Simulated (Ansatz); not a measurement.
# Mg: the cost of one run

Computed with Ansatz 0.2.0 (DFT PBEsol, scalar-relativistic, plane waves, PAW, unless a step's input says otherwise).

## (1) Starting point

Symmetry: Cmcm, No. 63, orthorhombic system. Conventional cell: a = 7.184 Å, b = 5.034 Å, c = 7.190 Å, α = 90.00°, β = 90.00°, γ = 90.00°. Around Ba (site symmetry m2m) lie 8 Ba at 4.37 to 4.41 Å.

As a file:

```cif
data_structure
_symmetry_space_group_name_H-M 'Cmcm'
_symmetry_Int_Tables_number 63
_cell_length_a 7.1835
_cell_length_b 5.0338
_cell_length_c 7.1900
_cell_angle_alpha 90.000
_cell_angle_beta 90.000
_cell_angle_gamma 90.000
_cell_volume 260.00
loop_
_atom_site_label
_atom_site_type_symbol
_atom_site_symmetry_multiplicity
_atom_site_Wyckoff_symbol
_atom_site_fract_x
_atom_site_fract_y
_atom_site_fract_z
_atom_site_occupancy
Ba1 Ba 4 c 0.50000 0.75323 0.25000 1
```

The structure comes from the Materials Project (structure only).

## (2) Substitution of an element, cell strained: Ba → Mg, first probe

What differs from the listed cell: Mg takes all sites of Ba, and lengths are scaled by 0.793 as a first guess of the size; strain xx, yy, zz, yz, xz, xy = -2.2, -2.2, -2.2, +0.0, +0.0, +0.0 %.

Input file input.yaml:

```yaml
crystal:
  lattice:
    - [2.7861330019, -1.9523584905, 0.0]
    - [2.7861330019, 1.9523584905, 0.0]
    - [0.0, 0.0, 5.5773062745]
  atoms:
    - { symbol: Mg, position: [0.74677397, 0.25322603, 0.25] }
    - { symbol: Mg, position: [0.25322603, 0.74677397, 0.75] }
basis:
  ecutwfc: 420
kpoints:
  mp_grid: { grid: [6, 6, 4] }
hamiltonian:
  xc: pbesol
scf:
  occupations: { method: gaussian, width: 0.1 }
output:
  forces: true
  stress: true
  eigenvalues: true
```

What time and memory should one allow on 1 thread of an Arm CPU, shared host?

About 1.5 s, with a peak of 0.28 GiB.
